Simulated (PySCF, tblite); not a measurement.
**C6H12FGeN: geometry, infrared bands and NMR shifts**

Wanted: the infrared bands and NMR shifts of C6H12FGeN (`[H]/N=C(CC)\[C](=C\F)[GeH2][CH3]`), by calculation.

Computed with tblite 0.8.0 and PySCF 2.14.0, with density-fitted response routines of our own, on a single molecule in the gas phase. Atoms count from 0, in the outputs and in this text.

### 1 The starting structure

21 atoms, charge 0, multiplicity 1; geometry from: force field or distance geometry start.

Bonds of the start (Å): C0–C1 1.53, C1–C2 1.49, C2–N3 1.30, C2–C4 1.49, C4–C5 1.34, C5–F6 1.35, C4–Ge7 1.92, Ge7–C8 1.95, C0–H9 1.11, C0–H10 1.12, C0–H11 1.10, C1–H12 1.13, C1–H13 1.11, N3–H14 1.04, C5–H15 1.08, Ge7–H16 1.55, Ge7–H17 1.55, C8–H18 1.10, C8–H19 1.11, C8–H20 1.11.

### 2 Relaxing the molecule with GFN2-xTB

What the job is given:

```
{"job": {"kind": "relax", "xc": "GFN2-xTB", "basis": "xTB"}, "charge": 0, "multiplicity": 1}
C      1.820100    -1.446500     0.264300
C      1.139600    -0.639200     1.369400
C      0.952800     0.783300     0.960800
N      1.804200     1.681600     1.343600
C     -0.174400     1.161700     0.059300
C      0.017200     2.016700    -0.961100
F     -0.985500     2.347200    -1.809100
Ge    -1.905800     0.353300     0.276700
C     -2.015000    -1.267200    -0.806700
H      1.940600    -2.497600     0.596100
H      1.180300    -1.434100    -0.652400
H      2.805000    -1.018000     0.030300
H      1.781800    -0.683400     2.296000
H      0.181300    -1.116800     1.643400
H      1.732600     2.692500     1.096200
H      0.994800     2.452200    -1.126700
H     -2.140800    -0.003800     1.766500
H     -3.015400     1.335000    -0.179300
H     -1.300000    -2.012400    -0.420200
H     -1.771400    -1.016800    -1.855700
H     -3.050900    -1.670900    -0.746700
```

Command:

```bash
OMP_NUM_THREADS=1 python probes_run.py task.json out
```

The driver reads the jobs from task.json and runs them one after another.

**Question.** This job is followed by: GFN2-xTB harmonic vibrations, gas phase; GIAO PBE0/pcSseg-1 NMR shielding, non-relativistic, gas phase. Predict these results of the whole session: strongest single infrared mode (GFN2-xTB); zero-point energy (GFN2-xTB); 13C shifts against TMS (PBE0/pcSseg-1); 1H shifts against TMS (PBE0/pcSseg-1, means over atoms taken as alike); 15N shifts against NH3 (PBE0/pcSseg-1); 19F shifts against CFCl3 (PBE0/pcSseg-1); 73Ge shifts against GeMe4 (PBE0/pcSseg-1); surface potential, 1st and 99th percentile.

As calculated:

| quantity | value |
| --- | --- |
| strongest single infrared mode (GFN2-xTB) | 2032 cm⁻¹, 421 km/mol |
| zero-point energy (GFN2-xTB) | 101.1 kcal/mol |
| 13C shifts against TMS (PBE0/pcSseg-1) | 181.3, 164.7, 133.3, 37.9, 15.6, -4.0 ppm |
| 1H shifts against TMS (PBE0/pcSseg-1, means over atoms taken as alike) | 10.13, 7.29, 4.31, 2.45, 1.11, 0.53 ppm |
| 15N shifts against NH3 (PBE0/pcSseg-1) | 349.2 ppm |
| 19F shifts against CFCl3 (PBE0/pcSseg-1) | -97.3 ppm |
| 73Ge shifts against GeMe4 (PBE0/pcSseg-1) | -167 ppm |
| surface potential, 1st and 99th percentile | -1.84 V and 1.29 V |

**Reading.** The optimisation took 79 steps and gained 0.396 eV; among the close pairs (by a distance rule), Ge7–H17 changed most, from 1.550 to 1.499 Å. No mode is imaginary among the 57: a minimum at this level. The strongest single mode, at 2032 cm⁻¹, moves mainly H17. GFN2-xTB is a fitted tight-binding method: band positions and strengths are rough. Its intensities can rank the bands wrongly. At PBE0/pcSseg-1: The widest tensor belongs to N3: span 579 ppm, with a paramagnetic part of -400 ppm. At PBE0/pcSseg-1, counted by nearest atom on the grid, the HOMO lies on N3 52 %; C4 14 %, the LUMO on C5 25 %; C4 18 %. Spin-orbit coupling is left out, which matters for shieldings and couplings at and beside the heavy atoms.
